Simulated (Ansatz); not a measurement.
This script drives the Python package of Ansatz (0.2.0).

`terms_laga2rh3.py`:
```python
"""Dispersion, smearing and cutoff parts of the energy of LaGa2Rh3."""

import logging
import sys

import ansatz as az
from pymatgen.core import Lattice, Structure
from pymatgen.io.ase import AseAtomsAdaptor

logging.basicConfig(stream=sys.stdout, format="%(name)s: %(message)s")
logger = logging.getLogger("ansatz_job")
logger.setLevel(logging.INFO)

OCCUPATIONS = "cold"
SIGMA = 0.05
MESH = (5, 5, 6)

pmg_structure = Structure(
    Lattice([[5.676757, 0.0, 0.0], [-2.838379, 4.916216, 0.0], [0.0, 0.0, 3.768727]]),
    ["La", "Ga", "Ga", "Rh", "Rh", "Rh"],
    [
        [0.0, 0.0, 0.0],
        [2 / 3, 1 / 3, 0.0],
        [1 / 3, 2 / 3, 0.0],
        [0.0, 0.5, 0.5],
        [0.5, 0.5, 0.5],
        [0.5, 0.0, 0.5],
    ],
)
system = az.Crystal.from_ase(AseAtomsAdaptor.get_atoms(pmg_structure))

calculation = (
    system.calculation()
    .occupations(OCCUPATIONS, width=SIGMA)
    .kpoints(mesh=MESH)
)
with_term = calculation.functional("pbesol", dispersion="d4").basis(340).cutoff_correction(590).run().report
without = calculation.functional("pbesol").basis(340).run().report
finer = calculation.functional("pbesol").basis(590).run().report
removed = az.free_energy_without(with_term, az.EnergyTerm.DISPERSION)
logger.info(f"dispersion term            {with_term['components']['e_disp']:.5f} eV")
logger.info(f"F less dispersion          {removed:.5f} eV, run without it {without['free_energy_ev']:.5f} eV")
logger.info(f"F less smearing term       {az.free_energy_without(without, az.EnergyTerm.SMEARING):.5f} eV")
logger.info(f"estimated gain to 590 eV   {with_term['cutoff_correction']['energy_ev']:.5f} eV, found {finer['free_energy_ev'] - without['free_energy_ev']:.5f} eV")
```

It is started by `python terms_laga2rh3.py`. Estimate its wall time and peak memory on 1 thread of Arm Neoverse V1 (shared host).

It took about 20 s, with a peak of 0.62 GiB, for 3 runs of the engine.

Running `python terms_laga2rh3.py` prints:
```text
DeckWarning: basis.ecutwfc = 340 eV is below the records' recommended 420 eV, and the density's cutoff is lower with it unless basis.ecutrho_ratio is high enough to keep the records' density cutoff: compare with a run at a higher cutoff
ansatz_job: dispersion term            -2.13644 eV
ansatz_job: F less dispersion          -32668.63269 eV, run without it -32668.63269 eV
ansatz_job: F less smearing term       -32668.63388 eV
ansatz_job: estimated gain to 590 eV   -0.10952 eV, found -0.10921 eV
```
(Warnings from the package without file and line.)

Caveats:
- Absolute energies stand on the zero of these potentials, so only differences at equal settings mean something. A total without «per atom» is that of the cell as typed.
- The cutoff lies under the one recommended for these potentials in some of the runs.
- No spin polarisation was allowed.
- Dispersion corrections can be off by several per cent in the lattices of metals, and by several GPa in the pressure at a fixed cell.
- The mesh is modest for a metal, so energies can be off by several to tens of meV an atom and pressures by half a GPa or more; differences at equal mesh fare better.
- The structure comes from a database of computed cells and needn't be a stable or known phase.
